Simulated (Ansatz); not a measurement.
# CuFH₂O: a ladder of functionals and wavefunction methods

One table from this session's results is given with a row withheld; the runs are named, their logs left out.

Computed with Ansatz 0.2.0, Gaussian basis. Level: functionals in def2-TZVPP, the program's frozen cores in correlated methods.

Levels to be run: LDA (SPW92), PBE-D4, revPBE-D4, BLYP-D4, r2SCAN-D4, B97M-V, PBE0-D4, B3LYP-D4, r2SCANh-D4, r2SCAN0-D4, HSE06-D4, BHLYP-D4, CAM-B3LYP-D4, LC-ωPBE, ωB97X-V, ωB97M-V, B2PLYP, PBE-QIDH; CCSD(T)/def2-SVP; CCSD(T)/def2-TZVPP; MP2/def2-QZVPP; extrapolation to the limit; RPA on PBE.

## The relaxed structure

An earlier PBE0-D4 in a triple-zeta def2 set relaxation fixed the geometry.

SMILES `[OH2+][Cu-][F]`, 5 atoms, charge 0, spin multiplicity 1.

Atoms are counted from 1 here; the program's logs count them from 0.

Bond lengths: O1–Cu2 1.925 Å, O1–H4 0.963 Å, O1–H5 0.963 Å, Cu2–F3 1.755 Å. Angles: Cu2–O1–H4 114.2°, Cu2–O1–H5 114.2°, H4–O1–H5 107.1°, O1–Cu2–F3 180.0°.

The first run:

Contents of in.yaml:

```yaml
crystal:
  periodic: [false, false, false]
  atoms:
    - {symbol: O, position_ang: [-0.782611, 0.255255, -0.512054]}
    - {symbol: Cu, position_ang: [0.739472, -0.565782, 0.333346]}
    - {symbol: F, position_ang: [2.126610, -1.315358, 1.103254]}
    - {symbol: H, position_ang: [-1.468107, 0.540556, 0.100850]}
    - {symbol: H, position_ang: [-0.565464, 1.011529, -1.066897]}
basis:
  gaussian: {orbitals: def2-TZVPP}
hamiltonian: {xc: lda}
output: {orbitals: {seedname: orbitals}}
```

Among the steps run: LDA; PBE-D4 (GGA); revPBE-D4 (GGA); BLYP-D4 (GGA); r2SCAN-D4 (meta-GGA); B97M-V (meta-GGA); PBE0-D4 (hybrid); B3LYP-D4 (hybrid); r2SCANh-D4 (hybrid); r2SCAN0-D4 (hybrid); HSE06-D4 (hybrid); BHLYP-D4 (hybrid); CAM-B3LYP-D4 (range-separated); LC-ωPBE-D4 (range-separated; the results give it without D4); ωB97X-V (range-separated); ωB97M-V (range-separated); B2PLYP (double hybrid); PBE-QIDH (double hybrid).

One of the session's tables, all rows but one given; the rest of the session is left out.

It belongs to the step «Frontier levels by functional». 

| functional | HOMO (eV) | gap (eV) |
| --- | --- | --- |
| LDA (SPW92) | -5.32 | 3.01 |
| PBE-D4 | -5.05 | 2.88 |
| revPBE-D4 | -4.95 | 2.84 |
| BLYP-D4 | -5.04 | 2.81 |
| r2SCAN-D4 | -5.22 | 3.58 |
| B97M-V | -5.28 | 3.28 |
| PBE0-D4 | -6.57 | 5.30 |
| B3LYP-D4 | -6.44 | 4.78 |
| r2SCANh-D4 | -5.80 | 4.47 |
| r2SCAN0-D4 | -6.65 | 5.76 |
| HSE06-D4 | -6.14 | 4.51 |
| BHLYP-D4 | -8.07 | 7.44 |
| CAM-B3LYP-D4 | -8.17 | 7.68 |
| LC-ωPBE | -9.43 | 10.30 |
| ωB97X-V | -9.09 | 9.77 |
| ωB97M-V | ? | ? |

Q: Estimate the row for ωB97M-V from the others.

As computed: HOMO (eV): -9.13; gap (eV): 9.39. In the column «HOMO (eV)» it lies between LC-ωPBE (-9.43) and ωB97X-V (-9.09).
